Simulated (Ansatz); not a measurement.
# Zn6F in Ansatz: further runs

The runs below take Zn6F through electrostatic potential, with PBE.

Program: Ansatz 0.2.0. These are calculated values, not measurements. Logs are shortened: lines on timing, memory, paths and dates and some standing lists are left out, and cuts for length are marked.

**1. The cell of the first run**

The cell holds a slab with vacuum, 14 atoms: a = 5.330 Å, b = 4.947 Å, c = 24.102 Å, α = 90.00°, β = 90.00°, γ = 90.00°.

**2. Electrostatic potential, PBE**

input.yaml

```yaml
crystal:
  lattice:
    - [5.3295961064, 0.0, 0.0]
    - [0.0, 4.9467, 0.0]
    - [0.0, 0.0, 24.1024265569]
  atoms:
    - { symbol: Zn, position: [0.5, 0.75, 0.3319167878] }
    - { symbol: Zn, position: [0.0, 0.75, 0.3319167878] }
    - { symbol: Zn, position: [0.75, 0.25, 0.3638331151] }
    - { symbol: Zn, position: [0.25, 0.25, 0.3638331151] }
    - { symbol: Zn, position: [0.75, 0.75, 0.4276657699] }
    - { symbol: Zn, position: [0.25, 0.75, 0.4276657699] }
    - { symbol: Zn, position: [0.0, 0.25, 0.4595820973] }
    - { symbol: Zn, position: [0.5, 0.25, 0.4595820973] }
    - { symbol: Zn, position: [0.0, 0.75, 0.523414752] }
    - { symbol: Zn, position: [0.5, 0.75, 0.523414752] }
    - { symbol: Zn, position: [0.25, 0.25, 0.5553310794] }
    - { symbol: Zn, position: [0.75, 0.25, 0.5553310794] }
    - { symbol: F, position: [0.4211849256, 0.0863724114, 0.6805300918] }
    - { symbol: F, position: [0.25, 0.25, 0.6507571559] }
hamiltonian:
  xc: pbe
  pseudopotentials: { kind: paw }
kpoints:
  mp_grid: { grid: [5, 6, 1] }
scf:
  occupations: { method: fermi_dirac, width: 0.05 }
output:
  forces: true
  eigenvalues: true
  write_density: true
  write_potential: true
  elf: true
  volumetric_format: npy
efield:
  axis: 3
  dipole_correction: true
  ramp_width: 0.04
```

Potentials or basis: Ansatz PAW.

Started as:

```
> ansatz run input.yaml --threads 4 --pin off --max-ram 11264MiB --backend cpu --events-out ev --progress --plain --runs-dir out
```

What it wrote:

```text
Warning: RAYON_NUM_THREADS=4 ignored (pool sized by the plan → 4); use --threads N
Engine: ansatz 0.2.0, x86_64-unknown-linux-gnu
Pseudopotentials: kind: paw
Pseudopotential: Zn, paw, valence charge 12, recommended cutoff 420 eV (normal), Zn.paw.azcp
Pseudopotential: F, paw, valence charge 7, recommended cutoff 420 eV (normal), F.paw.azcp
Functional definition: PBE
  parameter kappa = 0.804
  parameter beta = 0.06672455060314922
  exchange = pbe_x(kappa = kappa, mu = beta*pi^2/3)
  correlation = pbe_c(beta = beta)
Crystal: 14 atoms, lattice volume = 635.434 Å³
Basis set: ecut = 420 eV, 12409 PW (Γ), exchange–correlation on 72×72×324 points (8 copies of the dense FFT grid, shifted against one another)
Bands: 95, of which v1, the nominal top of the filled ones, is band 79 counted from 1 (78 counted from 0)
Symmetry: 1 space group operations
Space group: P1 (ITA 1), of the structure as read, at distance tolerance 8.6e-5 Å
k-points: 16 of 30 (time reversal used)
Non-local potential: Zn, projectors of the file, l = 0: 2, l = 1: 2, l = 2: 3, l = 3: 1
Non-local potential: F, projectors of the file, l = 0: 2, l = 1: 2, l = 2: 1
PAW form: soft (Blöchl's): semilocal exchange-correlation on the pseudo side does not see the compensation charge
PAW one-centre angular grid: Zn, 590 points (default); XC on 64 Gauss nodes
PAW one-centre angular grid: F, 110 points (default); XC on 64 Gauss nodes
Initial density: superposition of atomic densities (neutral atoms: chi_scale 0, normalization atom), corrected by the library's trained network
Initial wavefunctions: pseudopotential atomic-orbital guess
Functional: x = pbe(κ = 0.804, μ = 0.2195149727645171), c = pbe(β = 0.06672455060314922)
SCF iter   1: F=—  HF=-41437.415565 eV  |F-HF|=—  |Δ(HF+E_count)|=         —  Δρ=4.16e-3  dr2=4.57e-1  ethr=1.77e-3  p=-0.282 e·Å  D=-8.04e-2 V/Å  ΔV_dip=1.94 eV  dr2_dipole=1.69e-1  V_vac-E_F(+/−)=6.06/4.13 eV  ⟨swp⟩=12.9  Hψ=8924  notcnv=0  defer=39
efield: sawtooth ramp at fractional position 0.9862 (placed from the atoms, in the widest stretch of the axis that holds none; the zero of the levels goes with the place), width 0.0400; the density the first Hamiltonian is built on has a dipole p = -0.282 e·Å; the dipole correction subtracts the counter field D = -8.04e-2 V/Å, which shifts the + side's vacuum level by +1.94 eV against the − side's; the planar-averaged density in the ramp window peaks in size at 6.7e-6 e/Å³
preconditioner: auto → LDOS  [metal: Δε(μ)=0.063 eV  Ē_g=10.198 eV  σ=0.050 eV  W_gap=0.31  n_scr=104 (ndim 8)  ℏωp=18.5 eV  f_vac=0.611  D(μ)=3.31/eV (n_scr^D=6)  β→1.0]
SCF iter   2: F=—  HF=-41437.387717 eV  |F-HF|=—  |Δ(HF+E_count)|=   2.78e-2  Δρ=6.08e-3  dr2=5.30e-1  ethr=2.89e-4  p=-0.207 e·Å  D=-5.90e-2 V/Å  ΔV_dip=1.42 eV  dr2_dipole=1.73e-1  V_vac-E_F(+/−)=5.75/4.33 eV  ⟨swp⟩=2.8  Hψ=3106  notcnv=0  defer=97
SCF iter   3: F=—  HF=-41437.397062 eV  |F-HF|=—  |Δ(HF+E_count)|=   9.34e-3  Δρ=1.15e-3  dr2=1.02e-2  ethr=2.89e-4  p=-0.230 e·Å  D=-6.54e-2 V/Å  ΔV_dip=1.58 eV  dr2_dipole=1.72e-3  V_vac-E_F(+/−)=5.85/4.27 eV  ⟨swp⟩=2.0  Hψ=1555  notcnv=0  defer=97
SCF iter   4: F=—  HF=-41437.396922 eV  |F-HF|=—  |Δ(HF+E_count)|=   1.40e-4  Δρ=6.28e-4  dr2=1.46e-3  ethr=6.45e-6  p=-0.225 e·Å  D=-6.42e-2 V/Å  ΔV_dip=1.55 eV  dr2_dipole=4.39e-5  V_vac-E_F(+/−)=5.83/4.28 eV  ⟨swp⟩=2.0  Hψ=2995  notcnv=0  defer=94
[... 9 lines left out ...]
SCF converged after 10 iterations
Free energy (F): -41437.398755 eV
Harris-Foulkes:  -41437.398752 eV  (|F-HF|=2.86e-6)
Internal energy: -41437.365279 eV  (E = F + TS)
E sigma→0 (E₀):  -41437.382017 eV
Entropy (-TS):   -0.033476 eV (-2.391 meV/atom)
Fermi energy:    -0.180904 eV
Dipole field:    D = -0.063564 V/Å  (p = -0.223212 e·Å, saw-weighted, corrected)
Work function:   Φ+ = 5.8246 eV   Φ− = 4.2925 eV
Levels:          The Fermi level and band energies are counted from a zero that moves with the ramp; work functions are not
--- Per-component energies (eV) ---
  E_band       = -1145.951150
  E_kinetic    = 1970.971764
  E_local      = -171459.258445  (includes V_loc(G=0)·N_el)
  E_nonlocal   = 7480.544779
  E_hartree    = 83267.165119
  E_xc         = -1801.536737
  E_vxc        = -821.137852  (∫ρ·V_xc dr)
  E_paw        = -22302.497221  (= ΣΔE_a)
  E_vpaw       = -4841.029509  (= ΣTr[D̂ρ^β])
  E_aug_tail   = -0.000416  (compensation charges beyond the density's cutoff)
  E_efield     = 0.007094  (sawtooth field / dipole correction)
  E_vefield    = -10.376770  (∫n·V_field dr)
  E_ewald      = 61407.238785
  E_smearing   = -0.033476  (= −TS)
  E_closure    = 0.000000  (closes the sum)
  Σ components = -41437.398755   (vs F -41437.398755, Δ=0.00e0)
--- Forces (eV/Å), atoms counted from 1 ---
  atom   1  Zn     0.02388607    -0.01876260     0.03595402
  atom   2  Zn    -0.02252820    -0.00481487     0.03774508
  atom   3  Zn    -0.01630897     0.02369521    -0.48667560
  atom   4  Zn     0.01531341    -0.00805625    -0.46174973
  atom   5  Zn     0.01410322    -0.00745205     0.24382006
  atom   6  Zn    -0.01016250    -0.01751723     0.20437481
  atom   7  Zn     0.00294377     0.01153696    -0.23379943
  atom   8  Zn     0.00053713     0.01421306    -0.15207267
  atom   9  Zn    -0.01068232    -0.00765822     0.45788186
  atom  10  Zn     0.02089528     0.00369915     0.46722849
  atom  11  Zn    -0.06535859     0.05978870     0.10207773
  atom  12  Zn     0.07038345    -0.00297923    -0.09804492
  atom  13  F      3.02073770    -2.62821791     2.50291889
  atom  14  F     -3.04384327     2.58259896    -2.61970201
  max |Σ_I F_I| component: 8.38e-5 eV/Å
--- Band table (eV; the first three rows and the last of 16) ---
  k-point 0: bands = ["-28.0464", "-21.9646", "-9.8237", "-9.6412", "-8.4316", "-8.2503", "-8.2092", "-8.2068", "-8.1992", "-8.1861", "-8.0735", "-8.0611", "-8.0421", "-8.0387", "-7.9954", "-7.9821", "-7.8069", "-7.7205", "-7.6834", "-7.6754", "-7.6661", "-7.6537", "-7.6300", "-7.5865", "-7.5642", "-7.5633", "-7.5569", "-7.5329", "-7.5163", "-7.5040", "-7.5008", "-7.4855", "-7.4826", "-7.4680", "-7.4604", "-7.4549", "-7.4460", "-7.3226", "-7.3122", "-7.2679", "-7.2649", "-7.2311", "-7.2275", "-7.1961", "-7.1903", "-7.1861", "-7.1806", "-7.1554", "-7.1509", "-7.1467", "-7.0974", "-7.0821", "-7.0795", "-7.0614", "-7.0376", "-7.0368", "-7.0044", "-6.9649", "-6.9180", "-6.9020", "-6.9006", "-6.8935", "-6.8930", "-6.8907", "-6.8831", "-6.8532", "-6.7798", "-4.5335", "-3.7918", "-3.7093", "-3.6379", "-3.6229", "-2.8515", "-2.6763", "-1.9720", "-1.9645", "-1.5682", "-1.0770", "-0.8511", "0.0338", "0.5808", "0.6527", "1.5002", "1.7081", "1.7681", "2.0180", "2.1209", "3.0740", "3.0745", "3.7709", "3.8556", "4.0280", "4.0506", "4.1924", "4.6113"]
  k-point 1: bands = ["-28.0463", "-21.9649", "-9.7206", "-9.5809", "-8.4045", "-8.2351", "-8.2097", "-8.2062", "-8.1965", "-8.1853", "-8.1285", "-8.1217", "-7.9938", "-7.9761", "-7.9709", "-7.9543", "-7.7970", "-7.7540", "-7.7378", "-7.7183", "-7.6987", "-7.6884", "-7.6767", "-7.6427", "-7.6255", "-7.6170", "-7.5789", "-7.5339", "-7.5061", "-7.4903", "-7.4785", "-7.4661", "-7.4288", "-7.4189", "-7.4172", "-7.4002", "-7.3944", "-7.3569", "-7.2749", "-7.2304", "-7.2274", "-7.2207", "-7.2106", "-7.2077", "-7.2025", "-7.1659", "-7.1575", "-7.1275", "-7.1102", "-7.1013", "-7.0951", "-7.0846", "-7.0794", "-7.0695", "-7.0584", "-7.0316", "-6.9849", "-6.9642", "-6.9291", "-6.9159", "-6.9025", "-6.8910", "-6.8872", "-6.8803", "-6.8690", "-6.8451", "-6.7683", "-4.6915", "-4.4531", "-3.7716", "-3.6813", "-3.4952", "-3.4895", "-2.8346", "-1.8485", "-1.8412", "-1.4636", "-0.5643", "-0.1052", "0.0431", "0.2509", "0.3119", "1.2039", "1.2263", "1.2690", "1.6685", "2.5126", "2.5223", "3.6504", "3.8512", "3.8855", "4.1581", "4.3539", "4.9764", "4.9860"]
  k-point 2: bands = ["-28.0460", "-21.9656", "-9.6755", "-9.1738", "-8.4035", "-8.2511", "-8.2051", "-8.2023", "-8.1960", "-8.1390", "-8.1348", "-8.1014", "-7.9861", "-7.9632", "-7.9564", "-7.9420", "-7.8511", "-7.8493", "-7.8378", "-7.7751", "-7.7708", "-7.7657", "-7.7019", "-7.6539", "-7.6275", "-7.6182", "-7.6085", "-7.5395", "-7.5095", "-7.4833", "-7.4566", "-7.4524", "-7.4352", "-7.3522", "-7.3424", "-7.3152", "-7.3050", "-7.2855", "-7.2522", "-7.2392", "-7.1974", "-7.1861", "-7.1785", "-7.1701", "-7.1660", "-7.1592", "-7.1477", "-7.1446", "-7.1170", "-7.1009", "-7.0803", "-7.0619", "-7.0470", "-7.0193", "-7.0071", "-6.9910", "-6.9804", "-6.9761", "-6.9581", "-6.9500", "-6.8911", "-6.8856", "-6.8584", "-6.8567", "-6.8271", "-6.8122", "-6.6149", "-6.1525", "-4.7695", "-3.8513", "-3.6806", "-3.5620", "-3.0379", "-3.0341", "-1.8308", "-1.5540", "-1.5434", "-0.9453", "-0.9409", "-0.9122", "0.0404", "0.8302", "0.9642", "1.2117", "1.7459", "1.8037", "2.2145", "3.1181", "3.3828", "3.5231", "4.1592", "4.6199", "4.9193", "4.9370", "5.1722"]
  k-point 15: bands = ["-28.0460", "-21.9657", "-9.6678", "-8.8355", "-8.2630", "-8.0784", "-8.0717", "-8.0351", "-8.0166", "-8.0056", "-7.9800", "-7.9328", "-7.9105", "-7.8942", "-7.8432", "-7.8015", "-7.7869", "-7.7315", "-7.7085", "-7.6927", "-7.6877", "-7.6774", "-7.6348", "-7.6279", "-7.5897", "-7.5791", "-7.5438", "-7.5348", "-7.4998", "-7.4774", "-7.4659", "-7.4445", "-7.4385", "-7.4202", "-7.4167", "-7.3967", "-7.3894", "-7.3771", "-7.3650", "-7.3537", "-7.3392", "-7.3183", "-7.3057", "-7.2909", "-7.2530", "-7.2370", "-7.2135", "-7.2058", "-7.1844", "-7.1657", "-7.1586", "-7.1319", "-7.1277", "-7.1217", "-7.1035", "-7.0990", "-7.0936", "-7.0873", "-7.0665", "-7.0265", "-7.0171", "-6.9990", "-6.9818", "-6.9725", "-6.9635", "-6.9042", "-6.7982", "-6.1875", "-5.2860", "-3.9339", "-3.8269", "-3.6548", "-3.5059", "-2.8076", "-2.6052", "-1.9797", "-0.9562", "-0.6116", "0.0498", "0.3492", "0.6977", "0.8320", "1.3675", "1.6853", "2.1343", "2.1944", "2.4691", "3.1598", "3.5491", "3.7919", "4.4801", "4.7693", "5.0426", "5.0954", "5.4716"]
```

It took 17 s on 4 threads of AMD EPYC 9R45 (Zen 5), shared host; peak memory 1.8 GiB.

What came out:

- Free energy: -41437.3988 eV
- Largest force: 4.775 eV/Å
- Band gap on the k mesh: none (metal or under the smearing width)
- Work function of the upper face: 5.82 eV
- Work function of the lower face: 4.29 eV
- Dipole across the slab: -0.223 e·Å

Forces in eV/Å, atoms in the order of the input:
```
Zn   0.024 -0.019  0.036
Zn  -0.023 -0.005  0.038
Zn  -0.016  0.024 -0.487
Zn   0.015 -0.008 -0.462
Zn   0.014 -0.007  0.244
Zn  -0.010 -0.018  0.204
Zn   0.003  0.012 -0.234
Zn   0.001  0.014 -0.152
Zn  -0.011 -0.008  0.458
Zn   0.021  0.004  0.467
Zn  -0.065  0.060  0.102
Zn   0.070 -0.003 -0.098
F    3.021 -2.628  2.503
F   -3.044  2.583 -2.620
```

Levels at points of the mesh, in eV from the Fermi level:
```csv
k point,band 77,band 78,band 79,band 80,band 81,band 82
"(0.00, 0.00, 0.00)",-1.39,-0.90,-0.67,0.21,0.76,0.83
"(0.00, -0.50, 0.00)",-1.85,-0.93,-0.92,-0.14,0.00,0.46
```

**3. Electrostatic potential, PBE**

Edit input.yaml of step 2 so:

```diff
@@ -34,5 +34 @@
   volumetric_format: npy
-efield:
-  axis: 3
-  dipole_correction: true
-  ramp_width: 0.04
```

Potentials or basis: Ansatz PAW.

Started as:

```
> ansatz run input.yaml --threads 4 --pin off --max-ram 11264MiB --backend cpu --events-out ev --progress --plain --runs-dir out
```

Run time: 16 s. Hardware: 4 threads of AMD EPYC 9R45 (Zen 5), shared host; peak memory 1.8 GiB.

Results (log left out):

```yaml
Free_energy: -41437.4104 eV
Largest_force: 4.953 eV/Å
Band_gap_on_the_k_mesh: none (metal or under the smearing width)
```

Forces in eV/Å, atoms in the order of the input:
```
Zn   0.023 -0.019  0.035
Zn  -0.022 -0.005  0.037
Zn  -0.016  0.024 -0.487
Zn   0.015 -0.008 -0.462
Zn   0.014 -0.008  0.244
Zn  -0.010 -0.018  0.205
Zn   0.003  0.012 -0.233
Zn   0.001  0.014 -0.152
Zn  -0.011 -0.008  0.458
Zn   0.021  0.004  0.467
Zn  -0.067  0.062  0.103
Zn   0.071 -0.003 -0.100
F    3.135 -2.729  2.602
F   -3.157  2.681 -2.716
```

Levels at points of the mesh, in eV from the Fermi level:
| k point | band 76 | band 77 | band 78 | band 79 | band 80 | band 81 | band 82 | band 83 |
| --- | --- | --- | --- | --- | --- | --- | --- | --- |
| (0.00, 0.00, 0.00) | -1.78 | -1.38 | -0.90 | -0.67 | 0.21 | 0.76 | 0.84 | 1.69 |
| (0.00, -0.50, 0.00) | -1.86 | -1.85 | -0.93 | -0.92 | -0.14 | 0.01 | 0.46 | 0.61 |

**4. Electrostatic potential, PBE**

Edit input.yaml of step 3 so:

```diff
@@ -20,2 +20,3 @@
     - { symbol: F, position: [0.25, 0.25, 0.6507571559] }
+  periodic: [true, true, false]
 hamiltonian:
```

Started as:

```
> ansatz run input.yaml --threads 4 --pin off --max-ram 11264MiB --backend cpu --events-out ev --progress --plain --runs-dir out
```

Run time: 32 s. Hardware: 4 threads of AMD EPYC 9R45 (Zen 5), shared host; peak memory 2.8 GiB.

The run converged. Its results:

| Item | Value |
| --- | --- |
| Free energy | -41437.3988 eV |
| Largest force | 4.774 eV/Å |
| Band gap on the k mesh | none (metal or under the smearing width) |

Forces on the atoms (eV/Å):
```
Zn   0.024 -0.019  0.036
Zn  -0.023 -0.005  0.038
Zn  -0.016  0.024 -0.487
Zn   0.015 -0.008 -0.462
Zn   0.014 -0.007  0.244
Zn  -0.010 -0.018  0.204
Zn   0.003  0.012 -0.234
Zn   0.001  0.014 -0.152
Zn  -0.011 -0.008  0.458
Zn   0.021  0.004  0.467
Zn  -0.065  0.060  0.102
Zn   0.070 -0.003 -0.098
F    3.021 -2.628  2.503
F   -3.044  2.583 -2.620
```

Levels at points of the mesh, in eV from the Fermi level:
| k point | band 77 | band 78 | band 79 | band 80 | band 81 | band 82 |
| --- | --- | --- | --- | --- | --- | --- |
| (0.00, 0.00, 0.00) | -1.39 | -0.90 | -0.67 | 0.21 | 0.76 | 0.83 |
| (0.00, -0.50, 0.00) | -1.85 | -0.93 | -0.92 | -0.14 | 0.00 | 0.46 |

**5. The runs side by side**

```csv
boundary along the surface normal,gap on the mesh (eV),largest force (eV/Å)
dipole_correction,none,4.77
images,none,4.95
isolated,none,4.77
```

Alike in all rows: task electrostatic potential; level PBE; potentials or basis Ansatz PAW; no spin polarisation; cell F2 (tilted) over a top site of the (1 0 0) slab of Zn, cut from the database cell, not relaxed; k mesh 5 × 6 × 1; cutoff (eV) 420; smearing fermi-dirac 0.05 eV.

Total energies depend on the potentials used, so only differences within one code and one set of settings carry meaning.
